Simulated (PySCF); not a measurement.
# Si2H5ClO (SMILES O[SiH]([SiH3])Cl) at SCS-MP2/cc-pVDZ

Aim: the energy change on altering one bond length of Si2H5ClO at SCS-MP2/cc-pVDZ, from 2 runs. The job is set up through a Python script.

The calculation is run with PySCF 2.14.0.

2 further runs of the same task are left out: 2 set aside as unsound or not needed.

## Step 1: The system as given

Si2H5ClO has 9 atoms, charge 0, and is taken as a singlet. As SMILES, `O[SiH]([SiH3])Cl`. The shape is that of a PBE0-D4/def2-TZVP optimisation. This is one conformer, not always the lowest.

Bond lengths: O1–Si2 1.639 Å, Si2–Si3 2.335 Å, Si2–Cl4 2.068 Å, O1–H5 0.959 Å, Si2–H6 1.486 Å, Si3–H7 1.487 Å, Si3–H8 1.485 Å, Si3–H9 1.487 Å. Some angles: O1–Si2–Si3 107.4°, O1–Si2–Cl4 110.6°, Si3–Si2–Cl4 108.6°, O1–Si2–H6 111.0°, Si3–Si2–H6 114.5°, Cl4–Si2–H6 104.7°, Si2–O1–H5 118.4°, Si2–Si3–H7 110.4°, Si2–Si3–H8 109.5°, Si2–Si3–H9 108.6°.

## Step 2: The energy at SCS-MP2/cc-pVDZ

run.py reads:

```python
# O[SiH]([SiH3])Cl
from pyscf import gto, scf, mp

molecule = gto.Mole()
molecule.atom = '''
O    0.516900   0.942100  -1.606400
Si  -0.265600   0.799800  -0.173200
Si   0.351900  -1.250200   0.759300
Cl  -2.313400   0.805800  -0.459000
H    0.374000   1.735000  -2.126800
H   -0.002900   1.975800   0.697100
H    1.819900  -1.291800   0.992500
H   -0.039700  -2.350400  -0.158700
H   -0.352700  -1.412300   2.058200
'''
molecule.basis = 'cc-pvdz'
molecule.spin = 0
molecule.verbose = 3
molecule.max_memory = 1860
molecule.build()

calc0 = scf.RHF(molecule)
calc0.conv_tol = 1e-10
calc0.kernel()
if not calc0.converged:
    calc0 = calc0.newton().run(calc0.mo_coeff, calc0.mo_occ)

pt = mp.MP2(calc0, frozen=16).run()
etot = calc0.e_tot + 1.2 * pt.e_corr_os + pt.e_corr_ss / 3
print(f'total energy: {etot:.8f} hartree')
```

On the command line:

```console
$ OMP_NUM_THREADS=1 python run.py
```

Standard output:

```text
converged SCF energy = -1115.23157861509
E(RMP2) = -1115.75102062256  E_corr = -0.519442007470478
E(SCS-RMP2) = -1115.74993015901  E_corr = -0.518351543920397
total energy: -1115.74993016 hartree
```

It took 1.9 s on 1 thread of Intel Xeon 6975P-C (Granite Rapids), shared host; peak memory 0.22 GiB.

## Step 3: The distorted shape at the same level

calc.py reads:

```python
from pyscf import gto, scf, mp

mol = gto.M(
    atom='''
O        0.728263       0.990726      -1.996039
Si      -0.054237       0.848426      -0.562839
Si       0.563263      -1.201574       0.369661
Cl      -2.102037       0.854426      -0.848639
H        0.585363       1.783626      -2.516439
H        0.208463       2.024426       0.307461
H        2.031263      -1.243174       0.602861
H        0.171663      -2.301774      -0.548339
H       -0.352700      -1.412300       2.058200
''',
    spin=0,
    verbose=4,
    max_memory=1860,
    basis='cc-pvdz',
)

mf = scf.RHF(mol)
mf.conv_tol = 1e-10
mf.kernel()
if not mf.converged:
    mf = mf.newton().run(mf.mo_coeff, mf.mo_occ)

pt = mp.MP2(mf, frozen=16).run()
e_final = mf.e_tot + 1.2 * pt.e_corr_os + pt.e_corr_ss / 3
print('E = %.10f Eh' % e_final)
```

On the command line:

```console
$ OMP_NUM_THREADS=1 python calc.py
```

Standard output:

```text
PySCF version 2.14.0

[... 63 lines left out ...]
converged SCF energy = -1115.19196194147
[... 1 line left out ...]
******** <class 'pyscf.mp.mp2.RMP2'> ********
nocc = 13, nmo = 77
frozen orbitals 16
E(RMP2) = -1115.71296541604  E_corr = -0.52100347457386
E(SCS-RMP2) = -1115.71230327107  E_corr = -0.520341329598419
E_corr(same-spin) = -0.120995584488707
E_corr(oppo-spin) = -0.400007890085153
E = -1115.7123032711 Eh
```

It took 2 s on 1 thread of Intel Xeon 6975P-C (Granite Rapids), shared host; peak memory 0.22 GiB.

## Step 4: Results

At SCS-MP2/cc-pVDZ, 16 core orbitals frozen:

```
                                                          quantity           value
                                         first shape: total energy  -1115.74993 Eh
                 first shape: dipole moment (Hartree–Fock density)          1.57 D
                  first shape: HOMO energy (Hartree–Fock orbitals)       -10.96 eV
                  first shape: LUMO energy (Hartree–Fock orbitals)         3.33 eV
                first shape: HOMO–LUMO gap (Hartree–Fock orbitals)        14.29 eV
         first shape: correlation energy (16 core orbitals frozen)      -518.4 mEh
                                     distorted shape: total energy  -1115.71230 Eh
             distorted shape: dipole moment (Hartree–Fock density)          2.07 D
              distorted shape: HOMO energy (Hartree–Fock orbitals)       -10.94 eV
              distorted shape: LUMO energy (Hartree–Fock orbitals)         2.56 eV
            distorted shape: HOMO–LUMO gap (Hartree–Fock orbitals)        13.50 eV
     distorted shape: correlation energy (16 core orbitals frozen)      -520.3 mEh
energy change with the Si3–H9 bond stretched from 1.487 to 1.933 Å        1.024 eV
```

What this shows: With the Si3–H9 bond stretched from 1.487 to 1.933 Å the energy rises by 1.02 eV (99 kJ/mol). The first shape isn't relaxed at this level, so the change isn't measured from a minimum.
